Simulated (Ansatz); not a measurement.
C2H6Sb, SMILES C[CH2][SbH]: an atomisation energy, run with Ansatz 0.2.0 through its Python package.

The script, `c2h6sb_tae.py`:
```python
"""Energy to split C2H6Sb into its atoms."""

from collections import Counter

import ansatz as az


def single_point(molecule, charge=0, unpaired=0):
    calc = (
        molecule.calculation()
        .basis(gaussian="def2-SVPD")
        .functional("B3LYP")
    )
    if charge:
        calc = calc.charge(charge)
    if unpaired:
        calc = calc.spin("collinear", total=unpaired)
    return calc.run(threads=1).report["free_energy_ev"]


def main() -> None:
    geometry_ang = [
        ("C", [-0.5022, 0.5839, -0.8323]),
        ("C", [0.3751, -0.2502, -0.0215]),
        ("Sb", [-0.4122, -0.4526, 1.985]),
        ("H", [-1.4875, 0.1825, -0.8924]),
        ("H", [-0.1521, 0.7216, -1.894]),
        ("H", [-0.6246, 1.6537, -0.3881]),
        ("H", [1.4166, 0.2124, 0.0218]),
        ("H", [0.4925, -1.2368, -0.4902]),
        ("H", [0.9829, -1.4607, 2.4945]),
    ]
    molecule = az.Crystal.molecule()
    for symbol, xyz in geometry_ang:
        molecule = molecule.atom(symbol, xyz)

    # unpaired electrons of the ground-state atoms
    unpaired = {"C": 2, "Sb": 3, "H": 1}
    counts = Counter(site.symbol for site in molecule.cartesian_sites)
    atom_energy = {s: single_point(az.Crystal.molecule().atom(s, (0, 0, 0)), 0, unpaired[s]) for s in counts}
    whole = single_point(molecule, 0, 1)
    for s, e in atom_energy.items():
        print(f"{s:2s} x{counts[s]}  {e:14.5f} eV")
    print(f"C2H6Sb: {whole:.5f} eV")
    split = sum(counts[s] * e for s, e in atom_energy.items()) - whole
    print(f"atomisation energy (no zero-point term): {96.485332 * split:.1f} kJ/mol, {split / sum(counts.values()):.3f} eV an atom")


if __name__ == "__main__":
    main()
```

What does it cost to take this molecule apart into atoms?

2980.1 kJ/mol from the electronic energies, without the zero-point term.

The run itself:

```console
$ python c2h6sb_tae.py
C  x2     -1028.99694 eV
Sb x1     -6538.58589 eV
H  x6       -13.63995 eV
C2H6Sb: -8709.30654 eV
atomisation energy (no zero-point term): 2980.1 kJ/mol, 3.432 eV an atom
```

What to keep in mind:
- Total energies depend on the basis set; only differences at equal settings carry meaning.
- The geometry is a force-field or estimated start, not a minimum of this method, and the basis set is short of its limit. All parts are taken at fixed geometry, without zero-point energy.
- def2 sets replace the cores of elements past krypton by effective core potentials.
- The species is open-shell (spin multiplicity 2).
- b3lyp holds the VWN-RPA fit, as in Gaussian; the form of ORCA and Turbomole is b3lyp5.
- The spin-orbit lowering of heavy atoms is left out.
- The whole script took 4.3 s on 1 thread of Intel(R) Xeon(R) 6975P-C (Granite Rapids), on a shared host, peak memory 0.36 GiB.

(Lines on the test bed's own set-up are left out of the output.)
